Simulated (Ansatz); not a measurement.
# LaTe: the cost of one run

All numbers are computed with Ansatz 0.2.0 through its Python package. Level of theory: DFT mr2scan, plane waves, norm-conserving potentials.

## Step 1: Starting point

Symmetry: Fm-3m, No. 225, cubic system. The conventional cell has a = 6.436 Å, b = 6.436 Å, c = 6.436 Å, α = 90.00°, β = 90.00°, γ = 90.00°. La (site symmetry m-3m) has 6 Te at 3.22 Å as nearest neighbours. Te (site symmetry m-3m) has 6 La at 3.22 Å as nearest neighbours.

No structure file is read: the coordinates are typed or built in the script.

## Step 2: Script

The input, late_pipeline.py:

```python
import ansatz as az
import numpy as np
from pymatgen.core import Lattice, Structure
from pymatgen.io.ase import AseAtomsAdaptor

XC = 'mr2scan'
BETA = 0.1
MAX_ITERATIONS = 200


def count_gap(report):
    # lowest empty less highest filled band, counting bands; zero where they overlap
    return max(report.get('gap_by_band_count_ev') or 0.0, 0.0)


def with_settings(crystal, spacing):
    return (
        crystal.calculation()
        .pseudopotentials('nc')
        .functional(XC)
        .mixing('msr1', beta=BETA)
        .occupations(az.OccupationsMethod.FERMI_DIRAC, width=20 * az.meV)
        .scf(max_iterations=MAX_ITERATIONS)
        .kpoints(spacing=spacing)
    )

pmg_structure = Structure(
    Lattice([[0.0, 3.218, 3.218], [3.218, 0.0, 3.218], [3.218, 3.218, 0.0]]),
    ['La', 'Te'],
    [
        [0.0, 0.0, 0.0],
        [0.5, 0.5, 0.5],
    ],
)
late = az.Crystal.from_ase(AseAtomsAdaptor.get_atoms(pmg_structure))

relaxed = with_settings(late, 0.34).relax(cell=True, force_tolerance=0.01, max_steps=40).checkpoint(write='relax.run').run(threads=1)
cell = np.asarray(relaxed.lattice.cell_ang)
print('relaxed edges (A):', np.linalg.norm(cell, axis=1).round(4), ' volume:', round(abs(np.linalg.det(cell)), 3), 'A^3')
for site in relaxed.lattice.sites:
    print(' ', site.symbol, np.round(site.position_frac, 4) + 0.0)

final = az.Crystal.from_checkpoint('relax.run')
done = with_settings(final, 0.26).stress().band_table().density_of_states(energy_step=0.05).run(threads=1)
r = done.report
dos = done.density_of_states()
print(f'pressure at the relaxed cell {np.trace(r["stress_gpa"]) / 3:.3f} GPa, gap by band count {count_gap(r):.3f} eV')
if count_gap(r) == 0:
    print('states/eV at the Fermi level:', round(float(np.interp(dos.fermi_ev, dos.energies_ev, dos.spin_summed_g_bin_mean_per_ev)), 3))
```

## Step 3: The calls as engine input

The package turns the script's settings into the engine's input (first run):

```yaml
crystal:
  lattice:
    - [0.0, 3.218, 3.218]
    - [3.218, 0.0, 3.218]
    - [3.218, 3.218, 0.0]
  atoms:
    - { symbol: La, position: [0.0, 0.0, 0.0] }
    - { symbol: Te, position: [0.5, 0.5, 0.5] }
kpoints:
  mp_grid:
    kspacing: 0.34
hamiltonian:
  xc: mr2scan
  pseudopotentials:
    kind: nc
scf:
  max_iter: 200
  mixing:
    algorithm: msr1
    beta: 0.1
  occupations:
    method: fermi_dirac
    width: 0.02
relax:
  f_tol: 0.01
  max_steps: 40
  cell: {}
checkpoint:
  write: relax.run
```

## Step 4: Running it

Command:

```
$ python late_pipeline.py
```

**Question.** How long does this script take on 1 thread of Intel Xeon Platinum 8488C (Sapphire Rapids), shared host, and how much memory does it need?

About 46 s, with a peak of 1.3 GiB.
